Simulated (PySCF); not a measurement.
# F3H3InP: the cost of one run

Programs: PySCF 2.14.0, with routines of our own; each step states its level. All values are computed. Atoms count from 0.

1 further run of the same task is left out (for a basis unfit for spin-orbit shieldings).

## 1. The system as given

8 atoms, charge 0, multiplicity 1; geometry from: GFN2-xTB.

## 2. Relaxing the molecule at PBE0-D3(BJ)/def2-SVP

What the job is given:

```
{"job": {"xc": "PBE0", "basis": "def2-SVP", "d3": "d3bj", "grid": 1, "maxiter": 30, "kind": "geom"}, "charge": 0, "multiplicity": 1}
F     -1.840785     1.589678    -0.089558
P     -1.052394     0.412629    -0.806152
F     -1.051724    -0.488572     0.549225
F     -2.375601    -0.311315    -1.321913
In     1.514410    -0.322349     0.441247
H      1.273460    -1.248559    -0.981492
H      1.146851     1.359690     0.417978
H      2.394839    -0.981787     1.766099
```

Run with:

```bash
$ OMP_NUM_THREADS=1 python heavy_run.py task.json out
```

This one command runs all jobs of the session in turn.

Q: Estimate the wall time and peak memory of this first job on 1 thread of Arm Neoverse V1, shared host.

About 2 min, with a peak of 0.43 GiB.
